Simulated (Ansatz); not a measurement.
Task: a rigid scan of one bond length of CH4BNO, SMILES BC(=N)O, with Ansatz 0.2.0 through its Python package. Give the script and its output. Settings (for the species named): Hartree-Fock, 6-31G* basis, multiplicity 1.

```
atom    x (Å)    y (Å)    z (Å)
   B  -0.6165   1.1493  -0.3495
   C   0.0741  -0.1178   0.0424
   N   1.1758  -0.0420   0.6543
   O  -0.4114  -1.3384  -0.2768
   H  -1.6957   1.1288  -0.9496
   H  -0.2008   2.2650  -0.1016
   H   1.7565  -0.9006   0.9562
   H   0.0101  -2.2014  -0.0312
```

`scan_ch4bno.py`
```python
'''Stretching a bond of CH4BNO, the rest held rigid.'''

import ansatz as az
from ase import Atoms
import numpy as np

BASIS = '6-31G*'
XC = 'HF'

atoms = Atoms(['B', 'C', 'N', 'O', 'H', 'H', 'H', 'H'], positions=[
    (-0.6165, 1.1493, -0.3495),
    (0.0741, -0.1178, 0.0424),
    (1.1758, -0.042, 0.6543),
    (-0.4114, -1.3384, -0.2768),
    (-1.6957, 1.1288, -0.9496),
    (-0.2008, 2.265, -0.1016),
    (1.7565, -0.9006, 0.9562),
    (0.0101, -2.2014, -0.0312),
])
geometry = az.Crystal.molecule_from_ase(atoms)

symbols = [site.symbol for site in geometry.cartesian_sites]
start = np.array([site.position_ang for site in geometry.cartesian_sites])
axis = (start[7] - start[3]) / np.linalg.norm(start[7] - start[3])
moving = [7]
lengths, energies = [0.872, 0.912, 0.952, 0.991, 1.031, 1.071, 1.11, 1.17], []
for length in lengths:
    xyz = start.copy()
    xyz[moving] += (length - np.linalg.norm(start[7] - start[3])) * axis
    point = az.Crystal.molecule()
    for symbol, place in zip(symbols, xyz):
        point = point.atom(symbol, place.tolist())
    setup = point.calculation().basis(gaussian=BASIS).functional(XC)
    summary = setup.run(threads=1, pin='off').report
    energies.append(summary['free_energy_ev'])
    print(f'r = {length:6.3f} A  E = {energies[-1]:.5f} eV  <S^2> = {abs(summary["mean_field"]["state"]["spin_squared"]):.3f}')

# quartic fit about the minimum
fit = np.polynomial.Polynomial.fit(lengths, np.array(energies) - min(energies), 4).convert()
roots = [r.real for r in fit.deriv().roots() if abs(r.imag) < 1e-9 and fit.deriv(2)(r.real) > 0]
r_e = min(roots, key=lambda r: abs(r - lengths[int(np.argmin(energies))]))
print(f'minimum of the fit at {r_e:.4f} A, force constant {fit.deriv(2)(r_e):.2f} eV/A^2')
```

```console
$ python scan_ch4bno.py
r =  0.872 A  E = -5282.17827 eV  <S^2> = 0.000
r =  0.912 A  E = -5282.33093 eV  <S^2> = 0.000
r =  0.952 A  E = -5282.36275 eV  <S^2> = 0.000
r =  0.991 A  E = -5282.30526 eV  <S^2> = 0.000
r =  1.031 A  E = -5282.17766 eV  <S^2> = 0.000
r =  1.071 A  E = -5281.99808 eV  <S^2> = 0.000
r =  1.110 A  E = -5281.78615 eV  <S^2> = 0.000
r =  1.170 A  E = -5281.41166 eV  <S^2> = 0.000
minimum of the fit at 0.9444 A, force constant 60.56 eV/A^2
```

The settings weren't tested for convergence. The rest of the molecule is held rigid at a force-field or estimated start geometry, and the basis set is modest; single-reference methods fail as a bond breaks. Hartree-Fock leaves correlation out, so bond, atomisation and ionisation energies come out well too low. The orbitals are restricted, so S² is zero by construction. Finished in 4.6 s on 1 thread of Arm Neoverse V1, with other jobs on the host, peak memory 0.17 GiB.
